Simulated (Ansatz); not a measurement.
# CHBrFSi+ (SMILES FC=[Si+]Br): single points off equilibrium

A test off equilibrium: a structure displaced at random from a GFN2-xTB minimum is computed at several levels, and each is set against CCSD(T).

Method: single points in def2-TZVPP; program: Ansatz 0.2.0, Gaussian basis.

Cores are frozen in the correlated methods. Filled d shells of the heavier atoms are correlated.

### Step 1. Starting geometry

SMILES `FC=[Si+]Br`, 5 atoms, charge 1, spin multiplicity 1.

Atoms are counted from 1 here; the program's logs count them from 0.

Bond lengths: F1–C2 1.364 Å, C2–Si3 1.778 Å, C2–H5 1.078 Å, Si3–Br4 2.108 Å. Angles: F1–C2–Si3 117.9°, F1–C2–H5 107.7°, Si3–C2–H5 123.6°, C2–Si3–Br4 164.7°.

Coordinates:

```csv
atom,x (Å),y (Å),z (Å)
F1,0.83790,0.13440,1.67010
C2,0.32100,0.62880,0.50920
Si3,-0.40610,-0.52320,-0.63350
Br4,-1.74000,-1.73720,-1.72430
H5,0.93350,1.46260,0.20770
```

### Step 2. CCSD(T)/def2-TZVPP

run/in.yaml reads:

```yaml
crystal:
  periodic: [false, false, false]
  atoms:
    - {symbol: F, position_ang: [0.837900, 0.134400, 1.670100]}
    - {symbol: C, position_ang: [0.321000, 0.628800, 0.509200]}
    - {symbol: Si, position_ang: [-0.406100, -0.523200, -0.633500]}
    - {symbol: Br, position_ang: [-1.740000, -1.737200, -1.724300]}
    - {symbol: H, position_ang: [0.933500, 1.462600, 0.207700]}
basis:
  gaussian: {orbitals: def2-TZVPP}
total_charge: 1
correlation: {method: ccsd_t}
output: {forces: true}
```

No record of the launch command was kept for these runs.

### Step 3. PBE0-D4/def2-TZVPP

run/in.yaml: that of step 2 with these lines changed.

```diff
@@ -11,3 +11,3 @@
 total_charge: 1
-correlation: {method: ccsd_t}
-output: {forces: true}
+hamiltonian: {xc: pbe0, dispersion: d4}
+output: {forces: true, orbitals: {seedname: orbitals}}
```

### Step 4. wB97M-V/def2-TZVPP

run/in.yaml: that of step 3 with these lines changed.

```diff
@@ -11,3 +11,3 @@
 total_charge: 1
-hamiltonian: {xc: pbe0, dispersion: d4}
-output: {forces: true, orbitals: {seedname: orbitals}}
+hamiltonian: {xc: {name: wB97M-V}}
+output: {forces: true}
```

### Step 5. r2SCAN-D4/def2-TZVPP

run/in.yaml: that of step 4 with these lines changed.

```diff
@@ -11,3 +11,3 @@
 total_charge: 1
-hamiltonian: {xc: {name: wB97M-V}}
+hamiltonian: {xc: r2scan, dispersion: d4}
 output: {forces: true}
```

### Step 6. PBE-D4/def2-TZVPP

run/in.yaml: that of step 5 with these lines changed.

```diff
@@ -11,3 +11,3 @@
 total_charge: 1
-hamiltonian: {xc: r2scan, dispersion: d4}
+hamiltonian: {xc: pbe, dispersion: d4}
 output: {forces: true}
```

### Step 7. r2SCANh-D4/def2-TZVPP

run/in.yaml: that of step 6 with these lines changed.

```diff
@@ -11,3 +11,3 @@
 total_charge: 1
-hamiltonian: {xc: pbe, dispersion: d4}
+hamiltonian: {xc: {name: r2SCANh}, dispersion: d4}
 output: {forces: true}
```

### Step 8. BHLYP-D4/def2-TZVPP

run/in.yaml: that of step 7 with these lines changed.

```diff
@@ -11,3 +11,3 @@
 total_charge: 1
-hamiltonian: {xc: {name: r2SCANh}, dispersion: d4}
+hamiltonian: {xc: {name: BHLYP}, dispersion: d4}
 output: {forces: true}
```

(Steps that only read results are left out.)

**Question.** What will these runs give? Wanted: energy less free atoms, CCSD(T)/def2-TZVPP; RMS force component; RMS force error; HOMO and LUMO, PBE0-D4; T1 diagnostic.

The runs gave:

```
                                  quantity                                                                                               value
energy less free atoms, CCSD(T)/def2-TZVPP                                                                                       -629.5 kJ/mol
                       RMS force component                                                                0.775 to 0.956 eV/Å over the methods
                           RMS force error  PBE0-D4 0.246, wB97M-V 0.209, r2SCAN-D4 0.135, PBE-D4 0.178, r2SCANh-D4 0.191, BHLYP-D4 0.331 eV/Å
                    HOMO and LUMO, PBE0-D4                                                                                 -12.68 and -9.36 eV
                             T1 diagnostic                                                                                               0.017
```

Against CCSD(T) the functionals' energies less atoms differ by -155.8 to +58.4 kJ/mol, PBE-D4 by -155.8 kJ/mol. CCSD(T) in triple zeta still lacks some correlation energy of the bonds, so part of these gaps is its own basis error and they don't rank the functionals. For forces r2SCAN-D4 does best and BHLYP-D4 worst. Frozen-core CCSD(T) forces in triple zeta carry basis errors of their own, and this is one geometry, so small gaps rank nothing. The restricted Hartree–Fock reference is unstable towards an unrestricted one at one or more of these structures.
